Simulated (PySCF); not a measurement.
# KBe+: bond curves at several levels of theory

Aim: find the lowest electronic state of KBe+, scan its bond at several levels of theory, and get bond length, wavenumber and dissociation energy from each curve.

Computed with PySCF 2.14.0. Level: K pcseg-1, Be pcseg-1, no relativity.

### 1 Input

A driver script around PySCF takes these settings:

```yaml
atoms: K, Be
charge: 1
basis: K pcseg-1, Be pcseg-1
Hamiltonian: no relativity
basis_functions: 33
electrons_treated: 22
masses_in_u: 38.9637, 9.0122
levels: PBE0, PBE, r²SCAN, B2PLYP, M06-2X, TPSS, ωB97X, HF, MP2, SCS-MP2, CCSD, CCSD(T)
grid: 80 radial by 434 angular points
occupations: held fixed by the projection of orbital angular momentum
dissociation_limit: K+ + Be, each in its ground configuration
starting_distance_in_angstrom: 3.005
values_of_2S_to_try: 0, 2
```

The run is started by

```console
> OMP_NUM_THREADS=1 python dia.py task.json out
```

Further steps of the session: PBE0 along the bond; Excited determinants; PBE; r²SCAN (meta-GGA); B2PLYP; M06-2X (hybrid meta-GGA); TPSS (meta-GGA); ωB97X (range-separated hybrid); RHF; Correlated methods on the Hartree–Fock reference.

Before running it: what results should come out? Wanted: for each run, Re; ωe; De; μ.

As calculated:

Lowest PBE0 solution found, without spin–orbit coupling: ¹Σ⁺ (singlet), closed shell. State 2 has its PBE0 minimum 2.22 eV higher. The other levels ran on the lowest alone.

```
      level  Re (Å)  ωe (cm⁻¹)  De (eV)  μ (D)
        RHF   3.718      115.2    0.178  -1.06
    RHF-MP2   3.658      121.9    0.195    n/a
RHF-SCS-MP2   3.678      118.9    0.186    n/a
   RHF-CCSD   3.736      106.2    0.143    n/a
RHF-CCSD(T)   3.727      107.5    0.146    n/a
        PBE   3.490      138.4    0.255  -0.55
       TPSS   3.531      134.0    0.234  -0.64
     r²SCAN   3.560      129.9    0.215  -0.72
       PBE0   3.503      137.3    0.240  -0.62
     M06-2X   3.472      138.8    0.233  -0.70
      ωB97X   3.506      138.0    0.239  -0.62
     B2PLYP   3.569      129.3    0.213  -0.78
```

De is counted to K+ + Be in their ground configurations. A positive dipole points from K to Be; in an ion it is taken about the centre of mass and does not tell which atom is negative.

In words: The methods spread over 0.265 Å in bond length, from M06-2X to RHF-CCSD. CCSD(T) can't serve as the judge here: for a weak bond in this basis it is far from its limit. Among the levels with a De in the table, it runs from 0.143 eV (RHF-CCSD) to 0.255 eV (PBE).

Correlated steps freeze 5 core orbitals. B2PLYP dipoles, levels and charges come from its SCF part alone. The bond is weak, and basis-set superposition, which was not computed, may be a sizeable part of it.
